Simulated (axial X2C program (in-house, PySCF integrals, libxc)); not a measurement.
# RuCl: the levels of the configuration d6 s1 p(π)0

Which Ω levels does RuCl have in the configuration d6 s1 p(π)0, and how far apart?

Program: an in-house X2C program for linear molecules on PySCF integrals. Level of theory: two-component X2C, average-of-configuration Hartree–Fock and CI in the open shells. These are calculated values, not measurements.

All values are calculated.

## (1) Input

task.json

```json
{"zs": [44, 17], "q": 0, "bas": ["dyall-v3z", "dyall-av3z"], "r0": 2.24, "metal": 0, "shells": [[2, [0, 1, 2], 6], [0, [0], 1], [1, [1], 0]], "fix": 0, "emax": 3.2, "nroots": 4}
```

Keys: zs atomic numbers; q charge; bas basis sets; r0 starting distance in Å; metal index of the metal atom; shells open shells as [l, |m| values, electrons]; fix electron count of the first shell held; emax energy window in eV; nroots roots for each Ω.

On the command line:

```
> python soci.py task.json out
```

Two-component X2C with atomic mean-field Coulomb and Gaunt terms, basis Ru dyall-v3z, Cl dyall-av3z (cores contracted in-house). Orbitals come from Hartree–Fock averaged over the configuration Ru d6 s1 p(π)0; CI then distributes these electrons over the d, s, p(π) shells of Ru.

## (2) CI at R = 2.385 Å

What does the calculation give? Wanted: lowest level of the model; next level; lowest curve, Re and ωe.

**Answer**, as computed:

| quantity | value |
| --- | --- |
| lowest level of the model | Ω = 9/2, g∥ = 13.99, 100% d6 s1 |
| next level | Ω = 7/2, 335 cm⁻¹ higher |
| lowest curve, Re and ωe | 2.393 Å, 335.1 cm⁻¹ |

What this shows: In the lowest level ⟨Sz⟩ = 2.49 and ⟨Lz⟩ = 2.01; its leading determinant has weight 0.84 among 463. From 2.385 to 2.218 Å the gap from the lowest to the fifth level goes from 1390 to 1396 cm⁻¹. Without dynamic correlation distances can be off by several hundredths of an Å, and the wavenumbers are rough. Dynamic correlation is missing, so gaps between terms are too wide and other configurations may lie lower; the lowest level listed is that of this model, not necessarily the ground state. For d shells the ligand-field splittings (σ, π, δ) and their order can be off by a thousand cm⁻¹ or more. At most 4 roots were kept for each Ω > 0 (twice that for Ω = 0) within 3.2 eV of the lowest, so higher up levels can be missing between those listed; levels with Ω > 0 are doubly degenerate and listed once, Ω = 0 levels singly. States that fill the shells left empty in the average are placed too high.
